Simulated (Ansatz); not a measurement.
The system is Pd3I.

```xyz
4
Lattice="-2.1469 2.1469 3.8759 2.1469 -2.1469 3.8759 2.1469 2.1469 -3.8759" Properties=species:S:1:pos:R:3 pbc="T T T"
I     0.0000    0.0000    0.0000
Pd    0.0000    0.0000    3.8759
Pd    2.1469    0.0000    1.9380
Pd    0.0000    2.1469    1.9380
```

The cell comes from a database or a generator and needn't be the stable form of this composition.

| Item | Value |
| --- | --- |
| Program | Ansatz 0.2.0 |
| Task | relaxation of cell and atoms |
| Functional | PBE |
| Dispersion | D3(BJ)-ATM |
| Potentials or basis | Ansatz PAW |
| Cutoff | 420 eV (not typed: the program's choice for these potentials) |
| k mesh | 9 × 9 × 9 |
| Occupations | fermi-dirac, width 0.05 eV |
| Spin | no spin polarisation |

At the start: volume 17.87 Å³/atom.

How do energy, volume and symmetry change on relaxing?

It ends after 4 steps and the volume is 17.16 Å³/atom (-3.9 %); space group I4/mmm (No. 139, to 0.05 Å).

The path:
| step | energy change (eV) | largest force (eV/Å) | volume (Å³) |
| --- | --- | --- | --- |
| 1 | 0.0000 | 0.0000 | 71.46 |
| 2 | -0.0429 | 0.0000 | 69.05 |
| 3 | -0.0440 | 0.0000 | 68.65 |
| 4 | -0.0429 | 0.0000 | 68.65 |

Final structure:
```
I Pd
1.0
    -2.11888    2.11888    3.82268
     2.11888   -2.11888    3.82268
     2.11888    2.11888   -3.82268
I Pd
1 3
Direct
  0.00000 0.00000 0.00000
  0.50000 0.50000 0.00000
  0.25000 0.75000 0.50000
  0.75000 0.25000 0.50000
```

Caveat: the plane-wave basis is chosen anew once the cell has moved, so the energies of steps on either side of that aren't comparable; an odd number of electrons without spin polarisation forces a metal; a magnetic or distorted state may lie lower; pairwise dispersion overbinds metals, which lowers pressure and volume.
